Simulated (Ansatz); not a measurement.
# Mn (Mn, omega (AlB2-type)): the cost of one run

Computed with Ansatz 0.2.0 (DFT LDA (PW92), plane waves (420 eV) with PAW, scalar-relativistic; the PAW data stem from PBE, with regenerated cores, unless a step says otherwise).

## 1. The starting structure

The structure is hexagonal, space group P6/mmm (No. 191). The conventional cell has a = 4.049 Å, b = 4.049 Å, c = 2.482 Å, α = 90.00°, β = 90.00°, γ = 120.00°. Mn (site symmetry 6/mmm) is surrounded by 14 Mn at 2.48 to 2.65 Å. Around Mn (site symmetry -6m2) lie 11 Mn at 2.34 to 2.65 Å.

Structure file:

```
CELL_PARAMETERS angstrom
4.04933 0.00000 0.00000
-2.02467 3.50682 0.00000
0.00000 0.00000 2.48224
ATOMIC_POSITIONS crystal
Mn 0.00000 0.00000 0.00000
Mn 0.33333 0.66667 0.50000
Mn 0.66667 0.33333 0.50000
```

## 2. Relaxation of the cell

input.yaml reads:

```yaml
crystal:
  lattice:
    - [4.0493320461, 0.0, 0.0]
    - [-2.024666023, 3.5068244202, 0.0]
    - [0.0, 0.0, 2.4822405442]
  atoms:
    - { symbol: Mn, position: [0.0, 0.0, 0.0] }
    - { symbol: Mn, position: [0.3333333333, 0.6666666667, 0.5] }
    - { symbol: Mn, position: [0.6666666667, 0.3333333333, 0.5] }
hamiltonian:
  xc: lda
  pseudopotentials:
    kind: paw
    azcp:
      Mn: "pseudopotentials/Mn.paw.azcp"
basis:
  ecutwfc: 420
  fft_grid_basis: typed
kpoints:
  mp_grid: { grid: [9, 9, 13], shift: [0, 0, 0] }
magnetization:
  spin_polarized: false
scf:
  occupations: { method: fermi_dirac, width: 0.1 }
relax:
  max_steps: 60
  f_tol: 0.01
  cell: {}
```

Started as:

```bash
$ ansatz run input.yaml --threads 2 --pin off --max-ram 5120MiB --backend cpu --events-out ev --progress --plain --runs-dir out
```

Q: Estimate wall time and peak memory on 2 threads of Intel Xeon Platinum 8259CL at 2.50GHz (Skylake/Cascade Lake), shared host.

About 16 s, with a peak of 0.5 GiB.
